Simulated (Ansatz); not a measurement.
# TiTe: the cost of one run

Method: DFT PBEsol, scalar-relativistic, plane waves, PAW, in Ansatz 0.2.0.

1 further run of the same task is left out (set aside as unsound or not needed).

## Step 1: The starting structure

Symmetry: R-3m, No. 166, trigonal system. The conventional cell has a = 3.939 Å, b = 3.939 Å, c = 9.613 Å, α = 90.00°, β = 90.00°, γ = 120.00°. Ti (site symmetry -3m) has 6 Te at 2.78 Å as nearest neighbours. Te (site symmetry -3m) has 6 Ti at 2.78 Å as nearest neighbours.

Structure file:

```xyz
6
Lattice="3.9394 0.0000 0.0000 -1.9697 3.4116 0.0000 0.0000 0.0000 9.6132" Properties=species:S:1:pos:R:3 pbc="T T T"
Ti    0.0000    0.0000    0.0000
Te    1.9697    1.1372    1.6022
Ti    0.0000    2.2744    3.2044
Te    0.0000    0.0000    4.8066
Ti    1.9697    1.1372    6.4088
Te    0.0000    2.2744    8.0110
```

The cell was made up by rule, so the compound may not exist in this form.

It is the result of an earlier relaxation at this level (volume 21.53 Å³/atom; gap on the mesh: none (metal)).

## Step 2: The stacking AB

Close-packed layers are stacked in the order given (letters for the first element, the second between them) and fully relaxed; h and k in a name mark layers with hexagonal and cubic surroundings. Energies count from the base stacking, -4688.0843 eV an atom.

The cell holds 2 Ti, 2 Te: a = 3.559 Å, b = 3.559 Å, c = 7.585 Å, α = 90.00°, β = 90.00°, γ = 120.00°.

## Step 3: The relaxation run

Input file input.yaml:

```yaml
crystal:
  lattice:
    - [3.5586430354, 0.0, 0.0]
    - [-1.7793215177, 3.0818752717, 0.0]
    - [0.0, 0.0, 7.5846614297]
  atoms:
    - { symbol: Ti, position: [0.0, 0.0, 0.0] }
    - { symbol: Te, position: [0.6666666667, 0.3333333333, 0.25] }
    - { symbol: Ti, position: [0.3333333333, 0.6666666667, 0.5] }
    - { symbol: Te, position: [0.6666666667, 0.3333333333, 0.75] }
basis:
  ecutwfc: 420
kpoints:
  mp_grid: { grid: [21, 21, 12] }
hamiltonian:
  xc: pbesol
scf:
  occupations: { method: gaussian, width: 0.1 }
output:
  forces: true
  stress: true
  eigenvalues: true
  write_density: true
  write_potential: true
  elf: true
  volumetric_format: npy
```

Launch:

```
$ ansatz run input.yaml --threads 1 --pin off --max-ram 2560MiB --backend cpu --events-out ev --progress --plain --runs-dir out
```

What time and memory should one allow on 1 thread of Intel Xeon Platinum 8488C (Sapphire Rapids), shared host?

About 65 s, with a peak of 0.89 GiB.
